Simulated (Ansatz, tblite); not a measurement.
# Ge(OH)4 (GeH4O4): a ladder of methods and basis sets

Aim: run the singlet of Ge(OH)4 (GeH4O4) at one geometry on many levels, and compare frontier levels, spin and run time.

Method: as each input shows; program: Ansatz 0.2.0, Gaussian basis.

Plan: GFN1-xTB, GFN2-xTB, PBE-D4/def2-TZVP, r2SCAN-D4/def2-TZVP, r2SCAN0-D4/def2-TZVP, revPBE-D4/def2-TZVP, LC-ωPBE/def2-TZVP, HF/def2-TZVP, PBE-QIDH/def2-TZVP, CAM-B3LYP-D4/def2-TZVP, BLYP-D4/def2-TZVP, LC-ωPBE(0.10)/def2-TZVP, LC-ωPBE(0.15)/def2-TZVP, LC-ωPBE(0.20)/def2-TZVP, LC-ωPBE(0.30)/def2-TZVP, PBE-D4/def2-SVP, PBE0-D4/def2-SVP, HF/STO-3G, HF/6-31G, B3LYP-D4/6-31G, PBE0-D4/def2-TZVPD, PBE-D4/def2-TZVPD, r2SCAN-D4/def2-TZVPD, CCSD(T)/def2-TZVP, RPA/def2-TZVP.

## 1. The structure

The geometry is that of the singlet, from an earlier relaxation (PBE-D4/def2-SVP).

9 atoms, charge 0, spin multiplicity 1.

Bond lengths: Ge1–O2 1.780 Å, Ge1–O4 1.780 Å, Ge1–O6 1.780 Å, Ge1–O8 1.780 Å, O2–H3 0.976 Å, O4–H5 0.976 Å, O6–H7 0.976 Å, O8–H9 0.976 Å. Angles: O2–Ge1–O4 105.8°, O2–Ge1–O6 105.8°, O2–Ge1–O8 117.2°, O4–Ge1–O6 117.2°, O4–Ge1–O8 105.8°, O6–Ge1–O8 105.8°, Ge1–O2–H3 109.5°, Ge1–O4–H5 109.6°, Ge1–O6–H7 109.5°, Ge1–O8–H9 109.5°.

PBE0-D4/def2-TZVP was run before; its log isn't repeated, and its numbers join the tables.

## 2. GFN1-xTB

Tight binding, by tblite at 300 K electronic temperature and without a spin-polarisation term:

```python
tblite.interface.Calculator('GFN1-xTB', numbers, positions, charge=0, uhf=0).singlepoint()
```

Energy -616.7981 eV, HOMO -13.51 eV, LUMO -5.37 eV; 0.008 s.

## 3. GFN2-xTB

Tight binding, by tblite at 300 K electronic temperature and without a spin-polarisation term:

```python
tblite.interface.Calculator('GFN2-xTB', numbers, positions, charge=0, uhf=0).singlepoint()
```

Energy -553.0863 eV, HOMO -12.72 eV, LUMO -5.70 eV; 0.005 s.

## 4. PBE-D4/def2-TZVP

start.molden holds the orbitals of an earlier run on this state, given as this run's starting guess.

Contents of in.yaml:

```yaml
crystal:
  periodic: [false, false, false]
  atoms:
    - {symbol: Ge, position_ang: [0.000137, 0.000028, 0.000197]}
    - {symbol: O, position_ang: [0.029672, 0.097666, 1.777311]}
    - {symbol: H, position_ang: [-0.799936, 0.501540, 2.095776]}
    - {symbol: O, position_ang: [1.704591, -0.062266, -0.509290]}
    - {symbol: H, position_ang: [2.252629, 0.442772, 0.121062]}
    - {symbol: O, position_ang: [-0.960715, 1.395713, -0.545216]}
    - {symbol: H, position_ang: [-1.330467, 1.211572, -1.429630]}
    - {symbol: O, position_ang: [-0.773276, -1.431188, -0.722287]}
    - {symbol: H, position_ang: [-0.122624, -2.155837, -0.787933]}
basis:
  gaussian: {orbitals: def2-TZVP, initial_orbitals: start.molden}
hamiltonian: {xc: pbe, dispersion: d4}
scf: {omitted_lower_state_checks: [starts]}
output: {orbitals: {seedname: orbitals}}
```

Command:

```
$ ansatz run in.yaml --threads 4 --pin off --events-out ev --progress --plain --max-ram 3916MiB
```

Further steps of the session: r2SCAN-D4/def2-TZVP; r2SCAN0-D4/def2-TZVP; revPBE-D4/def2-TZVP; LC-ωPBE/def2-TZVP; HF/def2-TZVP; PBE-QIDH/def2-TZVP; CAM-B3LYP-D4/def2-TZVP; BLYP-D4/def2-TZVP; LC-ωPBE(0.10)/def2-TZVP; LC-ωPBE(0.15)/def2-TZVP; LC-ωPBE(0.20)/def2-TZVP; LC-ωPBE(0.30)/def2-TZVP; PBE-D4/def2-SVP; PBE0-D4/def2-SVP; HF/STO-3G; HF/6-31G; B3LYP-D4/6-31G; PBE0-D4/def2-TZVPD; PBE-D4/def2-TZVPD; r2SCAN-D4/def2-TZVPD; CCSD(T)/def2-TZVP; RPA/def2-TZVP.

**Question.** What will the summary of the whole plan be? Wanted: gap in def2-TZVP, named functionals and Hartree-Fock, smallest and largest; gap over the ω; correlation energy, CCSD(T)/def2-TZVP; binding an atom, CCSD(T)/def2-TZVP; PBE0 total energy, smallest basis above largest.

**Answer**, as computed:

| quantity | value |
| --- | --- |
| gap in def2-TZVP, named functionals and Hartree-Fock, smallest and largest | 5.80 eV (BLYP-D4), 16.56 eV (HF) |
| gap over the ω (1/bohr) | 8.80 eV at 0.1, 13.94 eV at 0.4 |
| correlation energy, CCSD(T)/def2-TZVP | -34.06 eV |
| binding an atom, CCSD(T)/def2-TZVP | 3.735 eV |
| PBE0 total energy, smallest basis above largest | 17.79 eV (def2-SVP, def2-TZVPD) |

**Reading.** Orbital gaps of the named functionals and Hartree-Fock in def2-TZVP span 5.80 eV (BLYP-D4) to 16.56 eV (HF); exact exchange widens it. Raising the ω (1/bohr) from 0.1 to 0.4 moves the HOMO by -3.23 eV and the LUMO by +1.91 eV. A small miss in a minimal or small basis is a cancelling of errors, not accuracy. The functionals in def2-TZVP miss CCSD(T)/def2-TZVP by -0.010 (r2SCAN0-D4) to +0.197 eV (PBE-D4) an atom. The reference is CCSD(T) in one finite basis, so it carries an error of its own, often a tenth of an eV or more, and near misses can't be ranked.
